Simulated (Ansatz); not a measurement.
# HfB (Fm-3m) in Ansatz: notebook

Runs on HfB. Level: r2SCAN. Tasks: relaxation of cell and atoms.

All numbers are computed with Ansatz 0.2.0; they aren't measurements. Logs are shortened: lines on timing, memory, paths and dates and some standing lists are left out, and cuts for length are marked.

## Step 1: The crystal as given

The structure is cubic, space group Fm-3m (No. 225). The conventional cell has a = 4.620 Å, b = 4.620 Å, c = 4.620 Å, α = 90.00°, β = 90.00°, γ = 90.00°. Hf (site symmetry m-3m) is surrounded by 6 B at 2.31 Å. Around B (site symmetry m-3m) lie 6 Hf at 2.31 Å.

## Step 2: Relaxation of cell and atoms, r2SCAN, target pressure 20 GPa, at which the enthalpy is minimised

input.yaml reads:

```yaml
crystal:
  lattice:
    - [0.0, 2.31, 2.31]
    - [2.31, 0.0, 2.31]
    - [2.31, 2.31, 0.0]
  atoms:
    - { symbol: Hf, position: [0.5, 0.5, 0.5] }
    - { symbol: B, position: [0.0, 0.0, 0.0] }
hamiltonian:
  xc: r2scan
  pseudopotentials: { kind: paw }
kpoints:
  mp_grid: { grid: [10, 10, 10] }
scf:
  occupations: { method: fermi_dirac, width: 0.05 }
output:
  forces: true
  stress: true
  eigenvalues: true
relax:
  f_tol: 0.01
  max_steps: 40
  cell: { stress_tol: 0.05, p_target: 20.0 }
```

Potentials or basis: Ansatz PAW.

Launch:

```bash
> ansatz run input.yaml --threads 2 --pin off --max-ram 5632MiB --backend cpu --events-out ev --progress --plain --runs-dir out
```

What it wrote:

```text
Warning: RAYON_NUM_THREADS=2 ignored (pool sized by the plan → 2); use --threads N
Engine: ansatz 0.2.0, aarch64-unknown-linux-gnu
Pseudopotentials: kind: paw
Pseudopotential: Hf, paw, valence charge 26, recommended cutoff 500 eV (meta_gga), Hf.paw.azcp
Pseudopotential: B, paw, valence charge 3, recommended cutoff 500 eV (meta_gga), B.paw.azcp
Functional definition: r2SCAN
  parameter k0 = 0.174
  parameter k1 = 0.065
  parameter a1 = 4.9479
  exchange = r2scan_x(k0 = k0, k1 = k1, a1 = a1)
  correlation = r2scan_c
Crystal: 2 atoms, lattice volume = 24.653 Å³
Basis set: ecut = 500 eV, 609 PW (Γ), exchange–correlation on 96×96×96 points (64 copies of the dense FFT grid, shifted against one another)
Bands: 19, of which v1, the nominal top of the filled ones, is band 15 counted from 1 (14 counted from 0)
Symmetry: 48 space group operations
Space group: Fm-3m (ITA 225), of the structure as read, at distance tolerance 2.9e-5 Å
k-points: 47 of 1000
Non-local potential: Hf, projectors of the file, l = 0: 3, l = 1: 2, l = 2: 2, l = 3: 3
Non-local potential: B, projectors of the file, l = 0: 2, l = 1: 2, l = 2: 1
PAW form: soft (Blöchl's): semilocal exchange-correlation on the pseudo side does not see the compensation charge
PAW frozen core: Hf, regenerated for the run's functional (the file was generated under x = pbe(κ = 0.804, μ = 0.2195149727645171), c = pbe(β = 0.06672455060314922))
PAW frozen core: B, regenerated for the run's functional (the file was generated under x = pbe(κ = 0.804, μ = 0.2195149727645171), c = pbe(β = 0.06672455060314922))
PAW one-centre angular grid: Hf, 974 points (default); XC on 160 Gauss nodes
PAW one-centre angular grid: B, 302 points (default); XC on 160 Gauss nodes
Initial density: superposition of atomic densities (neutral atoms: chi_scale 0, normalization atom), corrected by the library's trained network
Initial wavefunctions: pseudopotential atomic-orbital guess
Functional: x = r2scan, c = r2scan; τ floored in thin density (d = 2e-4 eV/Å³)
SCF iter   1: F=—  HF=-15890.247925 eV  |F-HF|=—  |Δ(HF+E_count)|=         —  Δρ=8.36e-3  dr2=1.44e-2  dr2_τ=1.20e-1  ethr=1.77e-3  ⟨swp⟩=5.1  Hψ=3671  notcnv=0
preconditioner: auto → Kerker (q_TF=auto, 2.803 Å⁻¹)  [metal: Δε(μ)=0.082 eV  Ē_g=19.085 eV  σ=0.050 eV  W_gap=0.34  n_scr=14 (ndim 8)  ℏωp=38.9 eV  f_vac=0.000  D(μ)=1.41/eV (n_scr^D=14)]
SCF iter   2: F=—  HF=-15890.277542 eV  |F-HF|=—  |Δ(HF+E_count)|=   2.96e-2  Δρ=3.27e-3  dr2=9.54e-4  dr2_τ=9.89e-4  ethr=4.96e-5  ⟨swp⟩=2.0  Hψ=2154  notcnv=0  defer=10
SCF iter   3: F=—  HF=-15890.276695 eV  |F-HF|=—  |Δ(HF+E_count)|=   8.47e-4  Δρ=2.71e-3  dr2=7.10e-4  dr2_τ=9.55e-5  ethr=3.29e-6  ⟨swp⟩=2.0  Hψ=1552  notcnv=0  defer=10
SCF iter   4: F=—  HF=-15890.277436 eV  |F-HF|=—  |Δ(HF+E_count)|=   7.41e-4  Δρ=4.15e-4  dr2=2.26e-5  dr2_τ=1.58e-5  ethr=2.45e-6  ⟨swp⟩=2.0  Hψ=1565  notcnv=0  defer=10
SCF iter   5: F=—  HF=-15890.277470 eV  |F-HF|=—  |Δ(HF+E_count)|=   3.48e-5  Δρ=1.42e-4  dr2=4.26e-6  dr2_τ=1.89e-7  ethr=7.81e-8  ⟨swp⟩=2.0  Hψ=1555  notcnv=0  defer=10
SCF iter   6: F=—  HF=-15890.277473 eV  |F-HF|=—  |Δ(HF+E_count)|=   2.56e-6  Δρ=2.80e-5  dr2=1.72e-7  dr2_τ=2.86e-8  ethr=1.47e-8  ⟨swp⟩=2.0  Hψ=1509  notcnv=0  defer=10
[... 51 lines left out ...]
SCF 5 converged in 6 iterations: F = -15890.408195 eV  dr2 = 4.42e-12
relax step   5: F+E_penalty+E_count = -15890.40819465 eV  Δ(F+E_penalty+E_count) = -1.004e-4 eV  max|allowed force component| = 1.660e-29 eV/Å  Δτ_max = 0.0000 Å  P = +20.000 GPa  Ω = 25.514 Å³  stress off target by 3.05e-4 GPa  SCF on the basis re-selected at this cell (its energy is not comparable with the rows above)  (6 SCF iters)
basis re-selected at this cell: Δ(F+E_penalty+E_count) = -1.004e-4 eV, ΔP = +0.004 GPa vs the last step (what re-selecting the basis moved, of the pressure what is left beyond the Pulay correction that the steps carried, after the strain that the cell walked since its last selection, with what the two solves' SCF thresholds leave and, on support functions, any second-order correction that the steps lacked; it is no measure of the basis error at this ecutwfc). The dense FFT grid was sized anew with the basis: this SCF ran on 25×25×25 points, the steps before it on 24×24×24, so part of this shift can come from that change (see relax.cell in the input reference). This SCF's stress stands 3.05e-4 GPa from its target on what of the cell is left free (relax.cell.stress_tol is 5.00e-2 GPa) and its largest allowed force component is 1.66e-29 eV/Å (relax.f_tol is 1.00e-2 eV/Å): within both
SCF converged after 6 iterations
Free energy (F): -15890.408195 eV
Harris-Foulkes:  -15890.408195 eV  (|F-HF|=7.28e-12)
Internal energy: -15890.395662 eV  (E = F + TS)
E sigma→0 (E₀):  -15890.401928 eV
Entropy (-TS):   -0.012533 eV (-6.267 meV/atom)
Fermi energy:    18.855832 eV
--- Per-component energies (eV) ---
  E_band       = 80.855354
  E_kinetic    = 476.788223
  E_local      = -5108.132028  (includes V_loc(G=0)·N_el)
  E_nonlocal   = -1234.687017
  E_hartree    = 2426.727545
  E_xc         = -316.702722
  E_vxc        = -337.350040  (∫ρ·V_xc dr)
  E_paw        = -7034.110606  (= ΣΔE_a)
  E_vpaw       = 1414.292949  (= ΣTr[D̂ρ^β])
  E_aug_tail   = -0.000002  (compensation charges beyond the density's cutoff)
  E_vtau       = 16.488112  (kinetic-family band-sum trace: ∫τ·v_τ [+ j·A + Jᵃ·Aᵃ] dr)
  E_ewald      = -5100.582134
  E_core_change = 0.303080  (= ΣΔE_core)
  E_smearing   = -0.012533  (= −TS)
  E_closure    = -0.000000  (closes the sum)
  Σ components = -15890.408195   (vs F -15890.408195, Δ=0.00e0)
--- Forces (eV/Å), atoms counted from 1 ---
  atom   1  Hf     0.00000000    -0.00000000    -0.00000000
  atom   2  B     -0.00000000     0.00000000    -0.00000000
  max |Σ_I F_I| component: 3.41e-29 eV/Å
--- Stress (GPa, compression-positive) ---
       20.000305      -0.000000      -0.000000
       -0.000000      20.000305      -0.000000
        0.000000      -0.000000      20.000305
  P = ⅓ Tr σ = 20.0003 GPa (200.003 kbar)
--- Band table (eV; the first three rows and the last of 47) ---
  k-point 0: bands = ["-42.8902", "-10.7351", "-10.7351", "-10.7351", "8.6507", "8.6507", "8.6507", "8.6548", "8.7385", "8.7385", "8.7385", "8.8058", "21.2670", "21.2670", "21.2670", "22.9997", "22.9997", "22.9997", "23.0844"]
  k-point 1: bands = ["-42.8862", "-10.8031", "-10.7418", "-10.7418", "8.6434", "8.6565", "8.6565", "8.6588", "8.7329", "8.7329", "8.7387", "9.0984", "20.3005", "20.8182", "20.8182", "21.9304", "21.9304", "23.4710", "25.1779"]
  k-point 2: bands = ["-42.8758", "-10.9770", "-10.7593", "-10.7593", "8.6360", "8.6700", "8.6717", "8.6717", "8.7191", "8.7191", "8.7393", "9.9096", "18.6738", "19.4522", "19.4522", "22.5512", "22.5512", "23.9704", "27.5864"]
  k-point 46: bands = ["-42.8344", "-11.2154", "-11.1012", "-10.9766", "8.6795", "8.6843", "8.6849", "8.6904", "8.7072", "8.7078", "8.7145", "12.6278", "17.4297", "17.4420", "17.8520", "23.6286", "25.4384", "26.8963", "26.9010"]
--- Relaxed structure (4 steps of the walk, 4 accepted, 1 SCFs on fresh bases) ---
  F+E_penalty+E_count = -15890.40819465 eV   max|allowed force component| = 1.660e-29 eV/Å   (the final SCF, on the basis selected at the relaxed cell)
  cell:  # Å, volume = 25.5139 Å³
    - [-1.2993198690398123e-33, 2.336590241748534, 2.336590241748534]
    - [2.336590241748534, 4.585834836120398e-34, 2.336590241748534]
    - [2.336590241748534, 2.336590241748534, -7.388289447698606e-34]
  atoms:
    - { symbol: Hf, position: [0.5, 0.5, 0.5] }
    - { symbol: B, position: [-4.342374513829403e-36, 2.0626278940532405e-36, 5.753646230834925e-36] }
```

It took 7.4 s on 2 threads of Arm Neoverse V2, shared host; peak memory 0.39 GiB.

Results:

```yaml
Free_energy: -15890.4082 eV
Relaxed_volume: 12.76 Å³/atom
Relaxed_cell: a = 3.304 Å, b = 3.304 Å, c = 3.304 Å, α = 60.00°, β = 60.00°, γ = 60.00°
Space_group_after_relaxing_to_0.05_Å: Fm-3m (No. 225)
Energy_change_on_relaxing_the_enthalpy_is_what_falls: -65.4 meV/atom
Ionic_steps: 5
Pressure_after_relaxing: 20.0 GPa
Band_gap_on_the_k_mesh: none (metal or under the smearing width)
```

The path:
```tsv
step	energy change (eV)	largest force (eV/Å)	volume (Å³)
1	0.0000	0.0000	24.65
2	-0.2024	0.0000	26.20
3	-0.1341	0.0000	25.54
4	-0.1306	0.0000	25.51
5	-0.1307	0.0000	25.51
```

Final structure:
```
Hf B
1.0
     0.00000    2.33659    2.33659
     2.33659    0.00000    2.33659
     2.33659    2.33659    0.00000
Hf B
1 1
Direct
  0.50000 0.50000 0.50000
  0.00000 0.00000 0.00000
```

Levels at points of the mesh, in eV from the Fermi level:
```csv
k point,band 13,band 14,band 15,band 16,band 17,band 18
"(0.00, 0.00, 0.00)",2.41,2.41,2.41,4.14,4.14,4.14
"(0.00, 0.00, -0.50)",-4.61,-1.39,-1.39,6.69,6.69,7.79
"(0.00, -0.50, -0.50)",-1.21,-0.96,2.38,2.38,6.19,8.03
```

Caveat: the plane-wave basis is chosen anew once the cell has moved, so the energies of steps on either side of that aren't comparable; the PAW data sets come from PBE, with cores solved anew for the run's functional, which leaves a small shift of forces and pressure.

## Step 3: Relaxation of cell and atoms, r2SCAN, target pressure 30 GPa, at which the enthalpy is minimised

input.yaml, as its differences from that of step 2:

```diff
@@ -22,2 +22,2 @@
   max_steps: 40
-  cell: { stress_tol: 0.05, p_target: 20.0 }
+  cell: { stress_tol: 0.05, p_target: 30.0 }
```

Potentials or basis: Ansatz PAW.

Launch:

```bash
> ansatz run input.yaml --threads 2 --pin off --max-ram 5632MiB --backend cpu --events-out ev --progress --plain --runs-dir out
```

What it wrote:

```text
Warning: RAYON_NUM_THREADS=2 ignored (pool sized by the plan → 2); use --threads N
Engine: ansatz 0.2.0, aarch64-unknown-linux-gnu
Pseudopotentials: kind: paw
Pseudopotential: Hf, paw, valence charge 26, recommended cutoff 500 eV (meta_gga), Hf.paw.azcp
Pseudopotential: B, paw, valence charge 3, recommended cutoff 500 eV (meta_gga), B.paw.azcp
Functional definition: r2SCAN
  parameter k0 = 0.174
  parameter k1 = 0.065
  parameter a1 = 4.9479
  exchange = r2scan_x(k0 = k0, k1 = k1, a1 = a1)
  correlation = r2scan_c
Crystal: 2 atoms, lattice volume = 24.653 Å³
Basis set: ecut = 500 eV, 609 PW (Γ), exchange–correlation on 96×96×96 points (64 copies of the dense FFT grid, shifted against one another)
Bands: 19, of which v1, the nominal top of the filled ones, is band 15 counted from 1 (14 counted from 0)
Symmetry: 48 space group operations
Space group: Fm-3m (ITA 225), of the structure as read, at distance tolerance 2.9e-5 Å
k-points: 47 of 1000
Non-local potential: Hf, projectors of the file, l = 0: 3, l = 1: 2, l = 2: 2, l = 3: 3
Non-local potential: B, projectors of the file, l = 0: 2, l = 1: 2, l = 2: 1
PAW form: soft (Blöchl's): semilocal exchange-correlation on the pseudo side does not see the compensation charge
PAW frozen core: Hf, regenerated for the run's functional (the file was generated under x = pbe(κ = 0.804, μ = 0.2195149727645171), c = pbe(β = 0.06672455060314922))
PAW frozen core: B, regenerated for the run's functional (the file was generated under x = pbe(κ = 0.804, μ = 0.2195149727645171), c = pbe(β = 0.06672455060314922))
PAW one-centre angular grid: Hf, 974 points (default); XC on 160 Gauss nodes
PAW one-centre angular grid: B, 302 points (default); XC on 160 Gauss nodes
Initial density: superposition of atomic densities (neutral atoms: chi_scale 0, normalization atom), corrected by the library's trained network
Initial wavefunctions: pseudopotential atomic-orbital guess
Functional: x = r2scan, c = r2scan; τ floored in thin density (d = 2e-4 eV/Å³)
SCF iter   1: F=—  HF=-15890.247925 eV  |F-HF|=—  |Δ(HF+E_count)|=         —  Δρ=8.36e-3  dr2=1.44e-2  dr2_τ=1.20e-1  ethr=1.77e-3  ⟨swp⟩=5.1  Hψ=3671  notcnv=0
preconditioner: auto → Kerker (q_TF=auto, 2.803 Å⁻¹)  [metal: Δε(μ)=0.082 eV  Ē_g=19.085 eV  σ=0.050 eV  W_gap=0.34  n_scr=14 (ndim 8)  ℏωp=38.9 eV  f_vac=0.000  D(μ)=1.41/eV (n_scr^D=14)]
SCF iter   2: F=—  HF=-15890.277542 eV  |F-HF|=—  |Δ(HF+E_count)|=   2.96e-2  Δρ=3.27e-3  dr2=9.54e-4  dr2_τ=9.89e-4  ethr=4.96e-5  ⟨swp⟩=2.0  Hψ=2154  notcnv=0  defer=10
[... 42 lines left out ...]
basis re-selected at this cell: Δ(F+E_penalty+E_count) = +1.413e-5 eV, ΔP = +0.000 GPa vs the last step (what re-selecting the basis moved, of the pressure what is left beyond the Pulay correction that the steps carried, after the strain that the cell walked since its last selection, with what the two solves' SCF thresholds leave and, on support functions, any second-order correction that the steps lacked; it is no measure of the basis error at this ecutwfc). This SCF's stress stands 5.24e-3 GPa from its target on what of the cell is left free (relax.cell.stress_tol is 5.00e-2 GPa) and its largest allowed force component is 1.71e-29 eV/Å (relax.f_tol is 1.00e-2 eV/Å): within both
SCF converged after 7 iterations
Free energy (F): -15890.258968 eV
Harris-Foulkes:  -15890.258968 eV  (|F-HF|=7.28e-12)
Internal energy: -15890.247572 eV  (E = F + TS)
E sigma→0 (E₀):  -15890.253270 eV
Entropy (-TS):   -0.011396 eV (-5.698 meV/atom)
Fermi energy:    19.643848 eV
--- Per-component energies (eV) ---
  E_band       = 107.394784
  E_kinetic    = 479.722383
  E_local      = -5005.794161  (includes V_loc(G=0)·N_el)
  E_nonlocal   = -1234.177599
  E_hartree    = 2388.608784
  E_xc         = -317.692411
  E_vxc        = -338.821912  (∫ρ·V_xc dr)
  E_paw        = -7034.877541  (= ΣΔE_a)
  E_vpaw       = 1412.669080  (= ΣTr[D̂ρ^β])
  E_aug_tail   = -0.000003  (compensation charges beyond the density's cutoff)
  E_vtau       = 16.579422  (kinetic-family band-sum trace: ∫τ·v_τ [+ j·A + Jᵃ·Aᵃ] dr)
  E_ewald      = -5166.340103
  E_core_change = 0.303080  (= ΣΔE_core)
  E_smearing   = -0.011396  (= −TS)
  E_closure    = -0.000000  (closes the sum)
  Σ components = -15890.258968   (vs F -15890.258968, Δ=0.00e0)
--- Forces (eV/Å), atoms counted from 1 ---
  atom   1  Hf     0.00000000     0.00000000    -0.00000000
  atom   2  B     -0.00000000     0.00000000     0.00000000
  max |Σ_I F_I| component: 3.31e-29 eV/Å
--- Stress (GPa, compression-positive) ---
       29.994759      -0.000000      -0.000000
       -0.000000      29.994759       0.000000
       -0.000000      -0.000000      29.994759
  P = ⅓ Tr σ = 29.9948 GPa (299.948 kbar)
--- Band table (eV; the first three rows and the last of 47) ---
  k-point 0: bands = ["-41.9238", "-9.7587", "-9.7587", "-9.7587", "9.4664", "9.6168", "9.6168", "9.6168", "9.6254", "9.7186", "9.7186", "9.7186", "22.0875", "22.0875", "22.0875", "23.9119", "23.9119", "23.9119", "24.0155"]
  k-point 1: bands = ["-41.9190", "-9.8374", "-9.7663", "-9.7663", "9.5991", "9.6233", "9.6233", "9.6298", "9.7123", "9.7123", "9.7189", "9.7836", "21.1060", "21.6440", "21.6440", "22.7913", "22.7913", "24.3993", "26.1805"]
  k-point 2: bands = ["-41.9064", "-10.0379", "-9.7861", "-9.7861", "9.5987", "9.6407", "9.6407", "9.6425", "9.6966", "9.6966", "9.7196", "10.6231", "19.4621", "20.2366", "20.2366", "23.4339", "23.4339", "24.9222", "28.6840"]
  k-point 46: bands = ["-41.8565", "-10.3104", "-10.1790", "-10.0356", "9.6506", "9.6570", "9.6581", "9.6614", "9.6818", "9.6828", "9.6937", "13.3631", "18.2163", "18.2646", "18.6353", "24.5783", "26.4584", "28.0152", "28.0824"]
--- Relaxed structure (3 steps of the walk, 3 accepted, 1 SCFs on fresh bases) ---
  F+E_penalty+E_count = -15890.25896833 eV   max|allowed force component| = 1.712e-29 eV/Å   (the final SCF, on the basis selected at the relaxed cell)
  cell:  # Å, volume = 24.5521 Å³
    - [7.260905146876216e-34, 2.306849762637263, 2.306849762637263]
    - [2.306849762637263, 5.09537203289559e-34, 2.306849762637263]
    - [2.306849762637263, 2.306849762637263, 7.260905146876216e-34]
  atoms:
    - { symbol: Hf, position: [0.5, 0.5, 0.5] }
    - { symbol: B, position: [2.7139840713454735e-37, -3.1210816820178843e-37, -6.377862567414448e-37] }
```

Run time: 5.9 s. Hardware: 2 threads of Arm Neoverse V2, shared host; peak memory 0.38 GiB.

What came out:

| Property | Result |
| --- | --- |
| Free energy | -15890.2590 eV |
| Relaxed volume | 12.28 Å³/atom |
| Relaxed cell | a = 3.262 Å, b = 3.262 Å, c = 3.262 Å, α = 60.00°, β = 60.00°, γ = 60.00° |
| Space group after relaxing (to 0.05 Å) | Fm-3m (No. 225) |
| Energy change on relaxing (the enthalpy is what falls) | +9.3 meV/atom |
| Ionic steps | 4 |
| Pressure after relaxing | 30.0 GPa |
| Band gap on the k mesh | none (metal or under the smearing width) |

The path:
```csv
step,energy change (eV),largest force (eV/Å),volume (Å³)
1,0.0000,0.0000,24.65
2,0.0361,0.0000,24.46
3,0.0185,0.0000,24.55
4,0.0185,0.0000,24.55
```

Final structure:
```
CELL_PARAMETERS angstrom
0.00000 2.30685 2.30685
2.30685 0.00000 2.30685
2.30685 2.30685 0.00000
ATOMIC_POSITIONS crystal
Hf 0.50000 0.50000 0.50000
B 0.00000 0.00000 0.00000
```

Caveat: the plane-wave basis is chosen anew once the cell has moved, so the energies of steps on either side of that aren't comparable; the PAW data sets come from PBE, with cores solved anew for the run's functional, which leaves a small shift of forces and pressure. The run has no spin-orbit coupling, so splittings on Hf are missing.
